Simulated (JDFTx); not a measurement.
# SInCl2H in JDFTx: single point with PBEsol

Aim: the single point of SInCl2H with PBEsol.

Everything below comes from runs of JDFTx 1.7.0 (patched build). Logs are shortened: lines on timing, memory, paths and dates and some standing lists are left out, and cuts for length are marked. The log counts tension as positive stress, the text compression.

## (1) The molecule as given

The cell holds a molecule in a box, 5 atoms: a = 13.000 Å, b = 13.000 Å, c = 12.000 Å, α = 90.00°, β = 90.00°, γ = 90.00°.

## (2) Single point, PBEsol

File InHSCl2.in:

```
lattice \
   24.5664396201     0.0000000000     0.0000000000 \
    0.0000000000    24.5664396201     0.0000000000 \
    0.0000000000     0.0000000000    22.6767134955
coords-type Cartesian
ion S     11.2180757366    15.4537077590    13.3921111756 1
ion In    12.0338704479    11.2819484796    12.0838537039 1
ion Cl    15.5020847289     9.0660556259    13.4969909755 1
ion Cl     9.3621755584     9.2346192340     9.3082239721 1
ion H      9.1134877705    15.5797525104    11.9721708900 1

ion-species pseudo/S.upf
ion-species pseudo/In.upf
ion-species pseudo/Cl.upf
ion-species pseudo/H.upf
elec-cutoff 36
elec-ex-corr gga-PBEsol
kpoint-folding 1 1 1
elec-n-bands 17
electronic-minimize nIterations 100 energyDiffThreshold 1e-07
coulomb-interaction Isolated
coulomb-truncation-embed 12.307786 12.322904 11.402607
core-overlap-check none
forces-output-coords Cartesian

dump-name run.$VAR
dump End Ecomponents EigStats BandEigs Kpoints Forces Dipole
```

Potentials or basis: PseudoDojo-SR-PBEsol-0.4.1-standard with smoothed tails.

Run with:

```
$ jdftx -c 1 -i InHSCl2.in -o InHSCl2.out
```

Standard output:

```text
*************** JDFTx 1.7.0 (patched build) ***************

Input parsed successfully to the following command list (including defaults):
[... the input with its defaults ...]

---------- Setting up symmetries ----------

Found 16 point-group symmetries of the bravais lattice
Found 1 space-group symmetries with basis
Applied RMS atom displacement 0 bohrs to make symmetries exact.

---------- Initializing the Grid ----------
R =
[      24.5664            0            0  ]
[            0      24.5664            0  ]
[            0            0      22.6767  ]
unit cell volume = 13685.6
G =
[   0.255763          0          0  ]
[          0   0.255763          0  ]
[          0          0   0.277077  ]
Minimum fftbox size, Smin = [  136  136  124  ]
Chosen fftbox size, S = [  140  140  126  ]

---------- Exchange Correlation functional ----------
Initalized PBEsol GGA exchange.
Initalized PBEsol GGA correlation.

---------- Setting up pseudopotentials ----------
Width of ionic core gaussian charges (only for fluid interactions / plotting) set to 0

Reading pseudopotential file 'pseudo/S.upf':
  'S' pseudopotential, 'PBESOL' functional
  Generated using ONCVPSP code by D. R. Hamann
  6 valence electrons, 2 orbitals, 6 projectors, 1001 radial grid points, with lMax = 2
    3S    l: 0   occupation:  2.0   eigenvalue: -0.631879
    3P    l: 1   occupation:  4.0   eigenvalue: -0.256451
  Core radius for overlap checks: 1.58 bohrs.

Reading pseudopotential file 'pseudo/In.upf':
  'In' pseudopotential, 'PBESOL' functional
  Generated using ONCVPSP code by D. R. Hamann
  13 valence electrons, 3 orbitals, 6 projectors, 1001 radial grid points, with lMax = 2
    4D    l: 2   occupation: 10.0   eigenvalue: -0.683211
    5S    l: 0   occupation:  2.0   eigenvalue: -0.303394
    5P    l: 1   occupation:  1.0   eigenvalue: -0.092565
  Core radius for overlap checks: 2.17 bohrs.

Reading pseudopotential file 'pseudo/Cl.upf':
  'Cl' pseudopotential, 'PBESOL' functional
  Generated using ONCVPSP code by D. R. Hamann
  7 valence electrons, 2 orbitals, 6 projectors, 1001 radial grid points, with lMax = 2
    3S    l: 0   occupation:  2.0   eigenvalue: -0.757712
    3P    l: 1   occupation:  5.0   eigenvalue: -0.314633
  Core radius for overlap checks: 1.71 bohrs.

Reading pseudopotential file 'pseudo/H.upf':
  'H' pseudopotential, 'PBESOL' functional
  Generated using ONCVPSP code by D. R. Hamann
  1 valence electrons, 1 orbitals, 3 projectors, 1001 radial grid points, with lMax = 1
    1S    l: 0   occupation:  1.0   eigenvalue: -0.232696
[... 38 lines left out ...]
Adding short-range part in reciprocal space ... Done.

---------- Allocating electronic variables ----------
Initializing wave functions:  linear combination of atomic orbitals
S pseudo-atom occupations:   s ( 2 )  p ( 4 )
In pseudo-atom occupations:   s ( 2 )  p ( 1 )  d ( 10 )
Cl pseudo-atom occupations:   s ( 2 )  p ( 5 )
H pseudo-atom occupations:   s ( 1 )
	FillingsUpdate:  mu: -0.186806947  nElectrons: 34.000000
LCAOMinimize: Iter:   0  Etot: -97.3491808256885633  |grad|_K:  2.183e-02  alpha:  1.000e+00
	FillingsUpdate:  mu: -0.192141980  nElectrons: 34.000000
LCAOMinimize: Iter:   1  Etot: -97.4201423652989149  |grad|_K:  3.738e-03  alpha:  4.447e-01  linmin: -2.911e-01  cgtest:  7.251e-01
LCAOMinimize: Encountered beta<0, resetting CG.
	FillingsUpdate:  mu: -0.191122500  nElectrons: 34.000000
LCAOMinimize: Iter:   2  Etot: -97.4219781779355003  |grad|_K:  8.904e-04  alpha:  5.016e-01  linmin:  6.147e-02  cgtest: -2.011e-01
	FillingsUpdate:  mu: -0.190844800  nElectrons: 34.000000
LCAOMinimize: Iter:   3  Etot: -97.4220693360760208  |grad|_K:  4.154e-04  alpha:  4.822e-01  linmin:  7.167e-03  cgtest:  2.284e-01
LCAOMinimize: None of the convergence criteria satisfied after 3 iterations.

-------- Electronic minimization -----------
ElecMinimize: Iter:   0  Etot: -97.422069336076049  |grad|_K:  3.267e-04  alpha:  1.000e+00
ElecMinimize: Iter:   1  Etot: -97.533368583442893  |grad|_K:  2.637e-04  alpha:  4.358e-01  linmin: -7.281e-03
ElecMinimize: Iter:   2  Etot: -97.584053843902211  |grad|_K:  1.483e-04  alpha:  3.015e-01  linmin: -4.573e-04
ElecMinimize: Iter:   3  Etot: -97.602497589440333  |grad|_K:  9.335e-05  alpha:  3.493e-01  linmin: -5.159e-04
ElecMinimize: Iter:   4  Etot: -97.613894197016606  |grad|_K:  6.108e-05  alpha:  5.449e-01  linmin: -1.446e-04
ElecMinimize: Iter:   5  Etot: -97.617927263847164  |grad|_K:  5.469e-05  alpha:  4.507e-01  linmin: -1.648e-04
ElecMinimize: Iter:   6  Etot: -97.620118991859783  |grad|_K:  3.127e-05  alpha:  3.055e-01  linmin: -4.472e-05
ElecMinimize: Iter:   7  Etot: -97.621238985186181  |grad|_K:  1.910e-05  alpha:  4.776e-01  linmin:  4.774e-05
ElecMinimize: Iter:   8  Etot: -97.621615932794725  |grad|_K:  1.337e-05  alpha:  4.305e-01  linmin:  2.333e-05
ElecMinimize: Iter:   9  Etot: -97.621787319094096  |grad|_K:  9.773e-06  alpha:  3.996e-01  linmin:  1.621e-05
ElecMinimize: Iter:  10  Etot: -97.621859221765504  |grad|_K:  6.328e-06  alpha:  3.138e-01  linmin:  6.073e-06
ElecMinimize: Iter:  11  Etot: -97.621900959887313  |grad|_K:  4.170e-06  alpha:  4.346e-01  linmin: -1.225e-07
ElecMinimize: Iter:  12  Etot: -97.621916962115051  |grad|_K:  3.024e-06  alpha:  3.837e-01  linmin:  5.052e-06
ElecMinimize: Iter:  13  Etot: -97.621926492039279  |grad|_K:  1.939e-06  alpha:  4.343e-01  linmin: -5.341e-06
ElecMinimize: Iter:  14  Etot: -97.621929978399976  |grad|_K:  1.585e-06  alpha:  3.867e-01  linmin: -1.166e-06
ElecMinimize: Iter:  15  Etot: -97.621932193872823  |grad|_K:  9.696e-07  alpha:  3.678e-01  linmin: -5.363e-06
ElecMinimize: Iter:  16  Etot: -97.621933219016796  |grad|_K:  7.390e-07  alpha:  4.546e-01  linmin: -1.082e-05
ElecMinimize: Iter:  17  Etot: -97.621933844228948  |grad|_K:  4.652e-07  alpha:  4.772e-01  linmin: -2.090e-05
ElecMinimize: Iter:  18  Etot: -97.621934078555086  |grad|_K:  4.255e-07  alpha:  4.514e-01  linmin:  1.155e-05
ElecMinimize: Iter:  19  Etot: -97.621934209958340  |grad|_K:  2.366e-07  alpha:  3.026e-01  linmin: -4.534e-05
ElecMinimize: Iter:  20  Etot: -97.621934292291343  |grad|_K:  1.537e-07  alpha:  6.135e-01  linmin:  4.043e-04
ElecMinimize: Iter:  21  Etot: -97.621934323275937  |grad|_K:  1.212e-07  alpha:  5.467e-01  linmin:  1.234e-04
ElecMinimize: Converged (|Delta Etot|<1.000000e-07 for 2 iters).
Setting wave functions to eigenvectors of Hamiltonian

# Ionic positions in cartesian coordinates:
ion S  11.218075736599999  15.453707759000002  13.392111175600004 1
ion In  12.033870447900000  11.281948479600000  12.083853703900003 1
ion Cl  15.502084728900000   9.066055625900001  13.496990975500001 1
ion Cl   9.362175558400001   9.234619234000000   9.308223972100002 1
ion H   9.113487770500001  15.579752510400001  11.972170890000001 1

# Forces in Cartesian coordinates:
force S   0.004571998064963   0.001247458062715   0.003739497737252 1
force In  -0.000472287466454   0.000478019434623  -0.000116511575195 1
force Cl   0.000964328949646  -0.000533132292960   0.000441860573094 1
force Cl  -0.000818268626275  -0.000744167661990  -0.000917056875013 1
force H  -0.004275975002673  -0.000400512202362  -0.003149864024033 1

# Energy components:
   Eewald =       83.4717470043646728
       EH =      167.1831012807521404
     Eloc =     -377.6995444802338397
      Enl =       -8.8983880585152413
      Exc =      -32.1158675026801674
 Exc_core =       13.0745829833582974
       KE =       57.3624344496782186
-------------------------------------
     Etot =      -97.6219343232759371

IonicMinimize: Iter:   0  Etot: -97.621934323275937  |grad|_K:  2.141e-03
IonicMinimize: None of the convergence criteria satisfied after 0 iterations.

#--- Lowdin population analysis ---
# oxidation-state S -0.232
# oxidation-state In +0.831
# oxidation-state Cl -0.274 -0.285
# oxidation-state H +0.174

Dumping 'run.eigStats' ...
	eMin: -0.781206 at state 0 ( [ +0.000000 +0.000000 +0.000000 ] spin 0 )
	HOMO: -0.259987 at state 0 ( [ +0.000000 +0.000000 +0.000000 ] spin 0 )
	mu  : unavailable
	LUMO: unavailable
	eMax: -0.259987 at state 0 ( [ +0.000000 +0.000000 +0.000000 ] spin 0 )
	HOMO-LUMO gap: unavailable
	Optical gap  : unavailable
Done!
[note: without smearing the FillingsUpdate lines are those of the first guess, not of the final state]
```

Wall time 4.5 min (1 thread of Arm Neoverse V1, shared host); peak memory 1.1 GiB.

What came out:

```
Free energy     : -2656.4282 eV
Largest force   : 0.310 eV/Å
Loewdin charges : S -0.23; In +0.83; Cl -0.27, -0.28; H +0.17 e
```

Forces in eV/Å, atoms in the order of the input:
```
S    0.235  0.064  0.192
In  -0.024  0.025 -0.006
Cl   0.050 -0.027  0.023
Cl  -0.042 -0.038 -0.047
H   -0.220 -0.021 -0.162
```

Caveat: forces may be off by hundredths of an eV/Å.
